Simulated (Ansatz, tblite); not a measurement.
# Sn31H36 off sphere (Sn₃₁H₃₆): a ladder of methods and basis sets

The task here is to estimate one member of a computed series from the others.

Computed with Ansatz 0.2.0, Gaussian basis. Level: as each input shows.

Plan: GFN1-xTB, GFN2-xTB, PBE-D4/def2-SVP, r2SCAN-D4/def2-SVP, LDA/def2-SVP, r2SCAN-D4/def2-mTZVP.

2 further runs of the same task are left out: 1 for a known fault of the program, 1 set aside as unsound or not needed. Runs told in other sessions of the task aren't counted.

## The geometry

The singlet was relaxed beforehand with r2SCAN-D4/def2-SVP.

67 atoms, charge 0, spin multiplicity 1.

Bond lengths: Sn1–Sn16 2.805 Å, Sn1–Sn18 2.803 Å, Sn1–H32 1.724 Å, Sn1–H33 1.719 Å, Sn2–Sn17 2.804 Å, Sn2–Sn19 2.802 Å, Sn2–H34 1.723 Å, Sn2–H35 1.719 Å, Sn3–Sn16 2.810 Å, Sn3–Sn21 2.803 Å, Sn3–Sn22 2.809 Å, Sn3–H36 1.730 Å, Sn4–Sn20 2.809 Å, Sn4–Sn21 2.803 Å, Sn4–Sn23 2.807 Å, Sn4–H37 1.729 Å, Sn5–Sn17 2.811 Å, Sn5–Sn24 2.800 Å and more. Angles: Sn16–Sn1–Sn18 109.1°, Sn16–Sn1–H32 108.4°, Sn16–Sn1–H33 111.7°, Sn18–Sn1–H32 108.9°, Sn18–Sn1–H33 111.4°, H32–Sn1–H33 107.3°, Sn17–Sn2–Sn19 108.3°, Sn17–Sn2–H34 108.9°, Sn17–Sn2–H35 111.6°, Sn19–Sn2–H34 108.6°, Sn19–Sn2–H35 112.0°, H34–Sn2–H35 107.4°, Sn16–Sn3–Sn21 110.9°, Sn16–Sn3–Sn22 108.1°, Sn16–Sn3–H36 108.6°, Sn21–Sn3–Sn22 110.5°, Sn21–Sn3–H36 109.7°, Sn22–Sn3–H36 109.0° and more.

Sn takes a core potential in the def2 sets. No spin-orbit coupling is included.

PBE0-D4/def2-SVP was run before; its log isn't repeated, and its numbers join the tables.

Set-up of the first run:

Tight binding, by tblite at 300 K electronic temperature and without a spin-polarisation term:

```python
tblite.interface.Calculator('GFN1-xTB', numbers, positions, charge=0, uhf=0).singlepoint()
```

Tight binding, by tblite at 300 K electronic temperature and without a spin-polarisation term:

```python
tblite.interface.Calculator('GFN2-xTB', numbers, positions, charge=0, uhf=0).singlepoint()
```

start.molden holds the orbitals of an earlier run on this state, given as this run's starting guess.

File in.yaml:

```yaml
crystal:
  periodic: [false, false, false]
  atoms:
    - {symbol: Sn, position_ang: [-4.988567, -1.582946, 2.046005]}
    - {symbol: Sn, position_ang: [-5.030470, 1.883593, -1.532645]}
    - {symbol: Sn, position_ang: [-1.730295, -4.715662, 1.876890]}
    - {symbol: Sn, position_ang: [1.471593, -4.719875, -1.370155]}
    - {symbol: Sn, position_ang: [-1.701378, 1.778079, -4.636769]}
    - {symbol: Sn, position_ang: [1.486865, -1.434954, -4.611786]}
    - {symbol: Sn, position_ang: [-1.767781, -1.435374, -1.346837]}
    - {symbol: Sn, position_ang: [-1.812290, 1.819046, 1.861098]}
    - {symbol: Sn, position_ang: [1.498681, -1.460926, 1.885900]}
    - {symbol: Sn, position_ang: [1.503336, 1.826224, -1.342620]}
    - {symbol: Sn, position_ang: [-1.688065, -1.379564, 5.134893]}
    - {symbol: Sn, position_ang: [-1.872361, 5.038393, -1.464875]}
    - {symbol: Sn, position_ang: [1.644047, 4.991592, 2.109108]}
    - {symbol: Sn, position_ang: [4.762800, -1.447960, -1.370791]}
    - {symbol: Sn, position_ang: [4.817193, 1.735615, 1.871231]}
    - {symbol: Sn, position_ang: [-3.369795, -3.066580, 0.300011]}
    - {symbol: Sn, position_ang: [-3.356018, 0.189885, -3.011671]}
    - {symbol: Sn, position_ang: [-3.378149, 0.172112, 3.522696]}
    - {symbol: Sn, position_ang: [-3.434799, 3.405192, 0.195654]}
    - {symbol: Sn, position_ang: [-0.124021, -3.051314, -2.969764]}
    - {symbol: Sn, position_ang: [-0.114666, -6.347909, 0.270608]}
    - {symbol: Sn, position_ang: [-0.146063, -3.067453, 3.508858]}
    - {symbol: Sn, position_ang: [3.098160, -3.066835, 0.211958]}
    - {symbol: Sn, position_ang: [-0.097856, 0.169090, -6.274130]}
    - {symbol: Sn, position_ang: [-0.143072, 3.426372, -2.975423]}
    - {symbol: Sn, position_ang: [3.106142, 0.166413, -2.964517]}
    - {symbol: Sn, position_ang: [-0.130797, 0.194621, 0.278640]}
    - {symbol: Sn, position_ang: [-0.325036, 3.560975, 3.490245]}
    - {symbol: Sn, position_ang: [3.266622, 0.038993, 3.473852]}
    - {symbol: Sn, position_ang: [3.128431, 3.385879, 0.351571]}
    - {symbol: Sn, position_ang: [6.428255, 0.152000, 0.217750]}
    - {symbol: H, position_ang: [-5.764161, -2.675925, 3.130163]}
    - {symbol: H, position_ang: [-6.225453, -0.737715, 1.202192]}
    - {symbol: H, position_ang: [-5.842119, 2.950594, -2.615504]}
    - {symbol: H, position_ang: [-6.235550, 0.998227, -0.684225]}
    - {symbol: H, position_ang: [-2.738326, -5.699544, 2.881380]}
    - {symbol: H, position_ang: [2.470880, -5.693714, -2.391870]}
    - {symbol: H, position_ang: [-2.709039, 2.792315, -5.611407]}
    - {symbol: H, position_ang: [2.511124, -2.456881, -5.560079]}
    - {symbol: H, position_ang: [-2.619026, -2.305169, 6.251387]}
    - {symbol: H, position_ang: [-0.640441, -0.368336, 6.055282]}
    - {symbol: H, position_ang: [-2.909329, 5.893149, -2.544150]}
    - {symbol: H, position_ang: [-0.996406, 6.210494, -0.560780]}
    - {symbol: H, position_ang: [0.898023, 6.277151, 1.245046]}
    - {symbol: H, position_ang: [2.728688, 5.704447, 3.244208]}
    - {symbol: H, position_ang: [5.712039, -2.459174, -2.404263]}
    - {symbol: H, position_ang: [5.806774, 2.734092, 2.878142]}
    - {symbol: H, position_ang: [-4.361282, -4.058589, -0.712109]}
    - {symbol: H, position_ang: [-4.308620, -0.842738, -4.020685]}
    - {symbol: H, position_ang: [-4.371926, 1.172755, 4.523046]}
    - {symbol: H, position_ang: [-4.433977, 4.397457, 1.198883]}
    - {symbol: H, position_ang: [-1.148740, -4.023767, -3.969413]}
    - {symbol: H, position_ang: [-1.099852, -7.385137, -0.689507]}
    - {symbol: H, position_ang: [0.882782, -7.352703, 1.252157]}
    - {symbol: H, position_ang: [0.869335, -4.057060, 4.499445]}
    - {symbol: H, position_ang: [4.083474, -4.055904, 1.235193]}
    - {symbol: H, position_ang: [-1.083035, -0.807975, -7.294824]}
    - {symbol: H, position_ang: [0.892346, 1.143750, -7.292158]}
    - {symbol: H, position_ang: [0.868791, 4.422514, -3.963056]}
    - {symbol: H, position_ang: [4.087329, 1.185910, -3.960999]}
    - {symbol: H, position_ang: [0.412293, 2.660334, 4.757682]}
    - {symbol: H, position_ang: [-1.414943, 4.670746, 4.233345]}
    - {symbol: H, position_ang: [2.412218, 0.933617, 4.670583]}
    - {symbol: H, position_ang: [4.295407, -1.065068, 4.306377]}
    - {symbol: H, position_ang: [4.111898, 4.416848, -0.629737]}
    - {symbol: H, position_ang: [7.476025, -0.830315, 1.168939]}
    - {symbol: H, position_ang: [7.419851, 1.142790, -0.782775]}
basis:
  gaussian: {orbitals: def2-SVP, fitting: {mean_field: def2-universal-jkfit}, initial_orbitals: start.molden}
hamiltonian: {xc: pbe, dispersion: d4}
scf: {omitted_lower_state_checks: [starts]}
output: {orbitals: {seedname: orbitals}}
```

The run is started by

```sh
> ansatz run in.yaml --threads 11 --pin off --events-out ev --progress --plain --max-ram 174080MiB --backend cuda --devices 0, --max-vram 75GiB
```

Steps of the session up to this table: PBE-D4/def2-SVP; r2SCAN-D4/def2-SVP; LDA/def2-SVP; r2SCAN-D4/def2-mTZVP.

One of the session's tables, all rows but one given; the rest of the session is left out.

It belongs to the step «Binding energy». 

| level | binding an atom (eV) |
| --- | --- |
| LDA/def2-SVP | 2.927 |
| PBE-D4/def2-SVP | 2.523 |
| r2SCAN-D4/def2-SVP | 2.512 |
| r2SCAN-D4/def2-mTZVP | ? |
| PBE0-D4/def2-SVP | 2.521 |

**Question.** Estimate the row for r2SCAN-D4/def2-mTZVP.

As computed: binding an atom (eV): 2.487. In the column «binding an atom (eV)» it is the lowest.

Caveats from the session: Free atoms were run apart at each level; binding is atoms less cluster, divided by the number of atoms, without zero-point or spin-orbit terms.
